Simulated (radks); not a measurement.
# Re inside a hard spherical wall

One table from this session's results is given with a row withheld; the runs are named, their logs left out.

Program: radks (a radial shooting solver on a logarithmic mesh, Libxc functionals) version 1. Level of theory: scalar-relativistic Kohn-Sham, LDA (Slater exchange, Perdew-Wang correlation), spin-polarised, spherical densities, point nucleus; open shells are filled with parallel spins first. These are calculated values, not measurements, unless marked.

## The system

* element: rhenium (Z = 75)
* charge: 0
* electrons: 75
* configuration: [Xe] 4f14 5d5 6s2

The outer shells:

Re
```
[Xe] core
4f [↑↓][↑↓][↑↓][↑↓][↑↓][↑↓][↑↓]
5d [↑ ][↑ ][↑ ][↑ ][↑ ]
6s [↑↓]
```

The first run:

Input:

```text
Z 75
configuration [Xe] 4f14 5d5 6s2 6p0 7s0 5f0
relativity scalar-relativistic
functional lda,pw
spin polarised
nucleus point
c 137.035999084
```

Among the steps run: The free atom; Wall at 20 bohr; Wall at 8 bohr; Wall at 6 bohr; Wall at 5 bohr; Wall at 3.5 bohr; Wall at 3 bohr; Wall at 2.5 bohr; Wall at 2 bohr; Wall at 1.5 bohr.

One table of the session follows, with a row left open; its other results are not shown here.

```
R (bohr)  E − E(free) (eV)  ε(5d) (eV)  ε(6p, empty) (eV)  ε(7s, empty) (eV)  ε(5f, empty) (eV)
    free             0.000      -6.497             -1.682             -0.055                  -
      20             0.000      -6.497             -1.682              0.040              1.519
       8             0.090      -6.338             -1.250              3.780              6.995
       6             1.084      -5.463              0.503             11.281             11.811
       5             3.901      -3.933              3.525             21.617             16.826
     3.5            31.238       4.134             21.483             70.966             35.424
       3            68.807      11.660             40.091             115.32             49.863
     2.5            167.58      26.996             79.535             201.39             76.039
       2                 ?           ?                  ?                  ?                  ?
     1.5            1697.2      174.48             442.41             889.08             272.18
```

**Question.** Estimate the row for R (bohr) = 2.

Worked estimate for «E − E(free) (eV)». A straight line through the neighbours (2.5, 167.58) and (1.5, 1697.2) gives 167.58 + (1697.2 − 167.58) × (2 − 2.5) / (1.5 − 2.5) = 932.39; a parabola fitted to 3 rows on both sides gives 710.38.

As computed: E − E(free) (eV): 475.91; ε(5d) (eV): 63.612; ε(6p, empty) (eV): 173.64; ε(7s, empty) (eV): 390.34; ε(5f, empty) (eV): 130.92. In «E − E(free) (eV)» the line misses by +456.48 and the parabola by +234.47.

Shells are not refilled when levels cross, and a hard wall is a model, not a crystal.
